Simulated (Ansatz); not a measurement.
# NbRu: how the settings move a relaxation

Question: which choices in the input matter for NbRu?

Method: reference: DFT, r2SCAN, PAW with Ansatz's default frozen-core files, scalar-relativistic; relaxation of cell and atoms, in Ansatz 0.2.0.

2 further runs of the same task are left out: 2 that didn't finish.

## (1) The structure to begin with

The structure is tetragonal, space group P4/mmm (No. 123). The conventional cell has a = 3.000 Å, b = 3.000 Å, c = 3.380 Å, α = 90.00°, β = 90.00°, γ = 90.00°. Nb (site symmetry 4/mmm) has 8 Ru at 2.71 Å and 4 Nb at 3.00 Å as nearest neighbours. Ru (site symmetry 4/mmm) has 8 Nb at 2.71 Å and 4 Ru at 3.00 Å as nearest neighbours.

Structure file:

```cif
data_structure
_symmetry_space_group_name_H-M 'P4/mmm'
_symmetry_Int_Tables_number 123
_cell_length_a 3.0000
_cell_length_b 3.0000
_cell_length_c 3.3800
_cell_angle_alpha 90.000
_cell_angle_beta 90.000
_cell_angle_gamma 90.000
_cell_volume 30.42
loop_
_atom_site_label
_atom_site_type_symbol
_atom_site_symmetry_multiplicity
_atom_site_Wyckoff_symbol
_atom_site_fract_x
_atom_site_fract_y
_atom_site_fract_z
_atom_site_occupancy
Nb1 Nb 1 a 0.00000 0.00000 0.00000 1
Ru1 Ru 1 d 0.50000 0.50000 0.50000 1
```

## (2) Reference

Contents of input.yaml:

```yaml
crystal:
  lattice:
    - [3.0, 0.0, 0.0]
    - [0.0, 3.0, 0.0]
    - [0.0, 0.0, 3.38]
  atoms:
    - { symbol: Nb, position: [0.0, 0.0, 0.0] }
    - { symbol: Ru, position: [0.5, 0.5, 0.5] }
kpoints:
  mp_grid: { grid: [14, 14, 14] }
scf:
  occupations: { method: fermi_dirac, width: 0.1 }
hamiltonian:
  xc: r2scan
  pseudopotentials: { kind: paw }
relax:
  f_tol: 0.002
  max_steps: 80
  cell: {}
output:
  forces: true
  stress: true
```

The run is started by

```sh
ansatz run input.yaml --threads 1 --pin off --max-ram 2560MiB --backend cpu --events-out ev --progress --plain --runs-dir out
```

## (3) Changed: chi_scale 0.0, eigensolver.kind davidson

Edit input.yaml of step 2 so:

```diff
@@ -12,2 +12,4 @@
   occupations: { method: fermi_dirac, width: 0.1 }
+  initial_density: { chi_scale: 0.0 }
+  eigensolver: { kind: davidson }
 hamiltonian:
```

Before running it: what results should come out? Wanted: for each run, ending; energy change; pressure; gap; force.

**Answer**, as computed:

```csv
run,ending,energy change,pressure (GPa),gap (eV),force (eV/Å),cycles,time
reference,converged,0,0.0,0.00,0.00,46,55 s
"1: chi_scale 0.0, eigensolver.kind davidson",converged,0.0 meV/atom,0.0,0.00,0.00,50,70 s
```

**Reading.** With the changed start and solver the energy agrees within 0.5 meV/atom. Cost: 50 SCF cycles against 46.
